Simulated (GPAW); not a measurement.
The system is NiMoIrPdW.

```
CELL_PARAMETERS angstrom
2.76078 0.00000 0.00000
-1.38039 2.39090 0.00000
0.00000 0.00000 11.34051
ATOMIC_POSITIONS crystal
Ni 0.00000 0.00000 0.70917
Mo 0.66667 0.33333 0.29425
Pd 0.66667 0.33333 0.89901
Ir 0.00000 0.00000 0.10604
W 0.66667 0.33333 0.52921
```

The cell was built by a generator and needn't be a form met in nature.

Base run:

```yaml
Program: GPAW 26.7.0
Functional: PBE
Potentials_or_basis: GPAW PAW data sets (gpaw-data 1.2.1)
Cutoff: 600 eV
Basis: pw
k_mesh: 8 × 8 × 2
Occupations: fermi-dirac, width 0.05 eV
Spin: collinear spin, ferromagnetic start
Starting_moments: "[1.0, 1.0, 0.0, 0.6, 0.0] μB"
```

Its results: band gap on the k mesh none (metal or under the smearing width); pressure -0.1 GPa; net moment 0.00 μB per cell; largest force 0.286 eV/Å.

The run is repeated on the same cell with these changes: k mesh from 8 × 8 × 2 to 6 × 6 × 2. What comes out?

Band gap on the k mesh none (metal or under the smearing width); pressure -0.1 GPa; net moment 0.66 μB per cell; site moments Ni +0.37; Mo +0.02; Pd +0.07; Ir +0.14; W +0.05 μB; largest force 0.128 eV/Å.

Caveats: some runs use coarse meshes; the stock nickel data set gives pressures a few GPa off other programs.

Not every run made on this cell is shown here.
